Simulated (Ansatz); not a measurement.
Run this with the Python package of Ansatz (0.2.0) and show what comes out.

The script reads `POSCAR`:
```text
Cu
1.0
   2.53409667    0.00000000    0.00000000
  -1.26704833    2.19459209    0.00000000
   0.00000000    0.00000000    4.11257100
Cu
2
Direct
   0.33333333    0.66666667    0.25000000
   0.66666667    0.33333333    0.75000000
```

`slab.py`:
```python
'''A surface of Cu: energy and work function.'''

import warnings

import ansatz as az
from ase.build import surface
from ase.constraints import FixAtoms
from ase.io import read
import numpy as np

warnings.simplefilter('ignore', az.DeckWarning)

atoms = read('POSCAR', format='vasp')
# Miller indices count the vectors of the cell as typed
slab = surface(atoms, (0, 0, 1), 3, vacuum=6.0)
slab.pbc = True

print(slab.get_chemical_formula(), 'area {:.3f} A^2, cell height {:.2f} A'.format(np.linalg.norm(np.cross(slab.cell[0], slab.cell[1])), slab.cell[2, 2]))
# hold the lower half
slab.set_constraint(FixAtoms(mask=slab.positions[:, 2] < slab.positions[:, 2].mean()))


def settings(structure):
    return (
        az.Crystal.from_ase(structure).calculation()
        .functional('pbesol')
        .basis(450)
        .occupations('fermi_dirac', width=0.05)
    )


setup = (
    settings(slab)
    .kpoints(8, 8, 1)
    .electric_field(axis=3, dipole_correction=True)
    .relax(force_tolerance=0.03, max_steps=30)
)
out = setup.run()
summary = out.report

print(f'slab free energy {summary["free_energy_ev"]:.4f} eV, Fermi level {summary["fermi_energy_ev"]:.3f} eV')
for key, value in summary['work_function'].items():
    if isinstance(value, float):
        print(f'{key:34s} {value:12.5f}')

print('atom   z before  z after (A)')
for atom, site in zip(slab, out.lattice.sites):
    print(f'{atom.symbol:3s} {atom.z:9.3f} {site.position_ang[2]:9.3f}')
```

```console
$ python slab.py
Cu6 area 5.561 A^2, cell height 22.28 A
RunWarning: efield: at this solve's end the planar-averaged density reaches 6.18e-5 e/Å³ inside the ramp window [0.9051, 0.0949] (bound 1e-5 e/Å³); the window's nearer edge stands 3.89 Å from this solve's nearest atom along the axis. Its work functions, free [...]
slab free energy -39531.3213 eV, Fermi level 7.367 eV
ramp_position                           0.95000
ramp_width                              0.10000
amplitude_v_ang                         0.00000
dipole_field_v_ang                      0.00032
dipole_moment_e_ang                     0.00022
phi_plus_ev                             4.96897
phi_minus_ev                            4.97608
vacuum_level_plus_ev                   12.33635
vacuum_level_minus_ev                  12.34347
flatness_plus_ev_ang                    0.00584
flatness_minus_ev_ang                   0.00606
ramp_density_extremum_e_ang3            0.00006
ramp_density_minimum_e_ang3            -0.00000
ramp_density_bound_e_ang3               0.00001
ramp_density_effective_e_ang3           0.00006
plane_spacing_ang                       0.13926
atom   z before  z after (A)
Cu      6.000     6.000
Cu      8.056     8.056
Cu     10.113    10.113
Cu     12.169    12.173
Cu     14.225    14.214
Cu     16.281    16.267
```
(Warnings from the package without file and line, shortened, repeats left out.)

Caveats:
- Absolute energies stand on the zero of these potentials, so only differences at equal settings mean something. A total without «per atom» is that of the cell as typed.
- The density doesn't vanish in the vacuum (a short gap or a low cutoff), which blurs the vacuum level.
- The mesh is modest for a metal, so energies can be off by several to tens of meV an atom and pressures by half a GPa or more; differences at equal mesh fare better.
- Only differences from the Fermi energy are physical; the zero of the scale is a convention.
- This isn't the structure that Cu takes at ambient conditions.
- The slab is thin and cut from the structure as given; a cut can leave two unlike or polar faces, and the surface energy is then their mean. Miller indices refer to the vectors of the cell as typed, and the lattice isn't relaxed for this functional, so relaxation and surface energy can hold strain.
- The script silences the warnings on its input, which a real study should read.
- Timing: 12 s on 1 thread of Intel(R) Xeon(R) 6975P-C (Granite Rapids) (shared host), peak memory 0.53 GiB.

(Lines on the test bed's own set-up are left out of the output.)
